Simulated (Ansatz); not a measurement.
Runs of Ansatz 0.2.0 on Hf2Pd2Se2Br2O3. It takes space group Immm (No. 71, orthorhombic). The conventional cell has a = 3.785 Å, b = 5.344 Å, c = 24.568 Å, α = 90.00°, β = 90.00°, γ = 90.00°. Hf (site symmetry mm2) has 3 O at 1.94 to 1.95 Å as nearest neighbours. Around Pd (site symmetry mm2) lie 2 Se at 2.48 Å and 1 Br at 2.54 Å. Se (site symmetry mm2) has 2 Pd at 2.48 Å and 2 Hf at 2.84 Å as nearest neighbours. Br (site symmetry mm2) has 1 Pd at 2.54 Å as nearest neighbours. Around O (site symmetry mm2) lie 2 Hf at 1.95 Å. O (site symmetry mmm) is surrounded by 2 Hf at 1.94 Å. The cell was built by a generator and needn't be a form met in nature.

| task | level | potentials or basis | cell | k mesh | cutoff (eV) | target pressure (GPa) | points for each segment of the path | temperature | mesh quality | gap on the mesh (eV) | pressure (GPa) | largest force (eV/Å) |
| --- | --- | --- | --- | --- | --- | --- | --- | --- | --- | --- | --- | --- |
| relaxation of cell and atoms | PBE | Ansatz PAW | relaxed to 10 GPa | 6 × 6 × 6 | 420 | 10 | - | - | not flagged | none | 10.0 | - |
| band structure | revPBE | Ansatz PAW | as given | 9 × 9 × 9 | 420 | - | 10 | - | not flagged | none | 1.8 | (a) |
| relaxation of cell and atoms | revPBE | Ansatz PAW | relaxed | 6 × 6 × 6 | 420 | - | - | - | not flagged | none | 0.0 | - |
| single point | PBE | Ansatz PAW earlier set | as given | 9 × 9 × 9 | 900 | - | - | - | not flagged | none | 0.0 | 0.01 |
| relaxation of cell and atoms | PBE | Ansatz PAW | relaxed to 20 GPa | 6 × 6 × 6 | 420 | 20 | - | - | not flagged | none | 20.0 | - |

Alike in all rows: no spin polarisation; smearing fermi-dirac 0.05 eV.

Q: Fill in the values left out.

A: (a) 0.09.

Caveats: the plane-wave basis is chosen anew once the cell has moved, so the energies of steps on either side of that aren't comparable (some runs); the PAW data sets come from PBE, with cores solved anew for the run's functional, which leaves a small shift of forces and pressure (some runs); spin-orbit coupling is left out, which moves the levels of the heavy elements (some runs).

A k mesh can miss the band edges, and the runs leave out spin-orbit coupling on Br, Hf, Pd, Se.

A gap of «none» marks a metal or a gap under the smearing width.

The runs don't all hold the same shells in valence.
